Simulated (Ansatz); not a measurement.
# F2H4OSi2: the cost of one run

Method: RKS PBE/def2-SVP, in Ansatz 0.2.0.

### 1 The starting structure

Bond lengths: Si1–F2 1.590 Å, Si1–O3 1.680 Å, O3–H4 1.010 Å, Si1–F5 1.589 Å, Si1–Si6 2.218 Å, Si6–H7 1.460 Å, Si6–H8 1.460 Å, Si6–H9 1.460 Å. Angles: F2–Si1–O3 109.4°, F2–Si1–F5 109.5°, F2–Si1–Si6 109.5°, O3–Si1–F5 109.5°, O3–Si1–Si6 109.5°, F5–Si1–Si6 109.5°, Si1–O3–H4 109.5°, Si1–Si6–H7 109.5°, Si1–Si6–H8 109.5°, Si1–Si6–H9 109.5°, H7–Si6–H8 109.4°, H7–Si6–H9 109.4°, H8–Si6–H9 109.4°.

As a file:

```xyz
9

Si    0.0000    0.0000    0.0000
F     0.0000    0.0000    1.5900
O     1.5842    0.0000   -0.5594
H     1.9006   -0.9521   -0.6761
F    -0.7489    1.2974   -0.5295
Si   -1.0456   -1.8115   -0.7393
H    -1.7029   -2.4846    0.3772
H    -2.0454   -1.4265   -1.7311
H    -0.0777   -2.7173   -1.3511
```

### 2 Relaxing the start

File input.yaml:

```yaml
crystal:
  periodic: [false, false, false]
  atoms:
    - { symbol: Si, position_ang: [0.0, 0.0, 0.0] }
    - { symbol: F, position_ang: [0.0, 0.0, 1.59] }
    - { symbol: O, position_ang: [1.5842, 0.0, -0.5594] }
    - { symbol: H, position_ang: [1.9006, -0.9521, -0.6761] }
    - { symbol: F, position_ang: [-0.7489, 1.2974, -0.5295] }
    - { symbol: Si, position_ang: [-1.0456, -1.8115, -0.7393] }
    - { symbol: H, position_ang: [-1.7029, -2.4846, 0.3772] }
    - { symbol: H, position_ang: [-2.0454, -1.4265, -1.7311] }
    - { symbol: H, position_ang: [-0.0777, -2.7173, -1.3511] }
basis:
  gaussian: { orbitals: def2-SVP }
hamiltonian:
  xc: pbe
relax:
  f_tol: 0.02
  max_steps: 40
output:
  orbitals: {}
```

On the command line:

```sh
> ansatz run input.yaml --threads 2 --pin off --max-ram 3072MiB --backend cpu --events-out ev --progress --plain --runs-dir out
```

Q: Estimate wall time and peak memory on 2 threads of Arm Neoverse V1, shared host.

About 51 s, with a peak of 0.14 GiB.
